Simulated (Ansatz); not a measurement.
**TiCl (quartet): the correlation ladder, def2-SVP**

The task here is to estimate one member of a computed series from the others.

Program: Ansatz 0.2.0, Gaussian basis. Level of theory: def2-SVP, core rule «outside noble gas», up to 14 orbitals frozen. These are calculated values, not measurements.

To be run: UHF; CCSD(T) on ROHF; CCSD(T) on UHF; CISD; CCSDT(Q) on ROHF; CCSDT(Q) on UHF.

25 further runs of the same task are left out: 10 for a known fault of the program, 6 that didn't finish, 9 set aside as unsound or not needed.

## The system

The geometry is a PBE0/def2-TZVP stationary point (not a proven minimum) of the parent state, kept for this charge and spin.

2 atoms, charge 0, spin multiplicity 4.

Atoms are counted from 1 here; the program's logs count them from 0.

Bond lengths: Ti1–Cl2 2.208 Å.

The first run:

in.yaml reads:

```yaml
crystal:
  periodic: [false, false, false]
  atoms:
    - {symbol: Ti, position_ang: [0.000000, 0.000000, 0.000000]}
    - {symbol: Cl, position_ang: [0.000000, 0.000000, 2.208423]}
basis:
  gaussian: {orbitals: def2-SVP}
magnetization: {spin_polarized: true, initial_magnetization: 3}
hamiltonian: {xc: hf}
output: {orbitals: {seedname: orbitals}}
```

The run is started by

```bash
ansatz run in.yaml --threads 1 --pin off --events-out ev --progress --plain --max-ram 2393MiB
```

Among the steps run: UHF; CCSD(T) on ROHF; CCSD(T) on UHF; CISD; CCSDT(Q) on ROHF; CCSDT(Q) on UHF.

One table of the session follows, with a row left open; its other results are not shown here.

| method | from RCCSDT(Q) (kcal/mol) |
| --- | --- |
| ROHF | +113.41 |
| UHF | +111.46 |
| RMP2 | +14.89 |
| UMP2 | +13.20 |
| RCCSD | +3.55 |
| UCCSD | +2.09 |
| RCCSD(T) | +1.05 |
| UCCSD(T) | -0.35 |
| RCCSDT | ? |
| UCCSDT | -0.84 |
| RCCSDT(Q) | 0 |
| UCCSDT(Q) | -1.09 |

**Question.** Estimate the row for RCCSDT.

**Answer.** from RCCSDT(Q) (kcal/mol): +0.28. In the column «from RCCSDT(Q) (kcal/mol)» it lies between RCCSDT(Q) (0) and RCCSD(T) (+1.05).

Not comparable, so not listed: CISD (they don't share determinant, frozen orbitals or solution with the rows shown, or repeat one).

To keep in mind: Restricted and unrestricted rows rest on different reference determinants; where their highest levels disagree by more than a few hundredths of an eV, they describe different states and don't form one ladder.
